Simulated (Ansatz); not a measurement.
**C3H8Te: a ladder of functionals and wavefunction methods**

An exercise on one series of results from a longer session: the logs are not shown, and one member is left open.

Method: functionals in def2-TZVPP, the program's frozen cores in correlated methods; program: Ansatz 0.2.0, Gaussian basis.

The runs, in order: LDA (SPW92), PBE-D4, revPBE-D4, BLYP-D4, r2SCAN-D4, B97M-V, PBE0-D4, B3LYP-D4, r2SCANh-D4, r2SCAN0-D4, HSE06-D4, BHLYP-D4, CAM-B3LYP-D4, LC-ωPBE, ωB97X-V, ωB97M-V, B2PLYP, PBE-QIDH; CCSD(T)/def2-SVP; CCSD(T)/def2-TZVPP; MP2/def2-QZVPP; extrapolation to the limit; RPA on PBE.

### Structure used throughout

An earlier PBE0-D4 in a triple-zeta def2 set relaxation fixed the geometry. Te takes the def2 core potential; no spin-orbit term is included.

12 atoms, charge 0, spin multiplicity 1.

Atoms are counted from 1 here; the program's logs count them from 0.

Bond lengths: C1–C2 1.516 Å, C1–H5 1.092 Å, C1–H6 1.094 Å, C1–H7 1.095 Å, C2–C3 1.513 Å, C2–Te4 2.171 Å, C2–H8 1.091 Å, C3–H9 1.093 Å, C3–H10 1.091 Å, C3–H11 1.097 Å, Te4–H12 1.659 Å. Angles: C2–C1–H5 112.2°, C2–C1–H6 111.3°, C2–C1–H7 109.8°, H5–C1–H6 108.2°, H5–C1–H7 107.8°, H6–C1–H7 107.5°, C1–C2–C3 112.6°, C1–C2–Te4 107.5°, C1–C2–H8 109.7°, C3–C2–Te4 111.6°, C3–C2–H8 110.4°, Te4–C2–H8 104.6°, C2–C3–H9 111.1°, C2–C3–H10 112.0°, C2–C3–H11 109.8°, H9–C3–H10 107.9°, H9–C3–H11 108.0°, H10–C3–H11 107.8° and more.

Set-up of the first run:

Contents of in.yaml:

```yaml
crystal:
  periodic: [false, false, false]
  atoms:
    - {symbol: C, position_ang: [-0.017773, 0.784036, -1.235738]}
    - {symbol: C, position_ang: [0.062144, -0.336643, -0.217212]}
    - {symbol: C, position_ang: [0.596681, 0.130225, 1.119478]}
    - {symbol: Te, position_ang: [-1.924626, -1.192401, -0.030685]}
    - {symbol: H, position_ang: [-0.376942, 0.434085, -2.205958]}
    - {symbol: H, position_ang: [-0.680377, 1.584139, -0.893740]}
    - {symbol: H, position_ang: [0.975136, 1.220673, -1.384495]}
    - {symbol: H, position_ang: [0.676399, -1.148480, -0.609861]}
    - {symbol: H, position_ang: [-0.039755, 0.908696, 1.546936]}
    - {symbol: H, position_ang: [0.661313, -0.685177, 1.841841]}
    - {symbol: H, position_ang: [1.603128, 0.546736, 0.991854]}
    - {symbol: H, position_ang: [-1.458328, -2.300890, 1.111578]}
basis:
  gaussian: {orbitals: def2-TZVPP}
hamiltonian: {xc: lda}
output: {orbitals: {seedname: orbitals}}
```

On the command line:

```
ansatz run in.yaml --threads 4 --pin off --events-out ev --progress --plain --max-ram 10444MiB
```

Steps of the session up to this table: LDA; PBE-D4 (GGA); revPBE-D4 (GGA); BLYP-D4 (GGA); r2SCAN-D4 (meta-GGA); B97M-V (meta-GGA); PBE0-D4 (hybrid); B3LYP-D4 (hybrid); r2SCANh-D4 (hybrid); r2SCAN0-D4 (hybrid); HSE06-D4 (hybrid); BHLYP-D4 (hybrid); CAM-B3LYP-D4 (range-separated); LC-ωPBE (range-separated); ωB97X-V (range-separated); ωB97M-V (range-separated); B2PLYP (double hybrid); PBE-QIDH (double hybrid).

One table of the session follows, with a row left open; its other results are not shown here.

It belongs to the step «Frontier levels by functional». 

| functional | HOMO (eV) | gap (eV) |
| --- | --- | --- |
| LDA (SPW92) | -5.13 | 3.52 |
| PBE-D4 | -4.98 | 3.56 |
| revPBE-D4 | -4.92 | 3.60 |
| BLYP-D4 | -4.82 | 3.50 |
| r2SCAN-D4 | -5.20 | 4.01 |
| B97M-V | -5.23 | 3.97 |
| PBE0-D4 | -6.01 | 5.43 |
| B3LYP-D4 | -5.80 | 4.98 |
| r2SCANh-D4 | -5.58 | 4.69 |
| r2SCAN0-D4 | -6.16 | 5.70 |
| HSE06-D4 | -5.62 | 4.66 |
| BHLYP-D4 | -6.89 | 7.16 |
| CAM-B3LYP-D4 | -7.25 | 7.66 |
| LC-ωPBE | ? | ? |
| ωB97X-V | -8.25 | 9.65 |
| ωB97M-V | -8.14 | 9.35 |

Estimate the missing values for LC-ωPBE.

**Answer.** HOMO (eV): -8.56; gap (eV): 10.11. In the column «HOMO (eV)» it is the lowest.
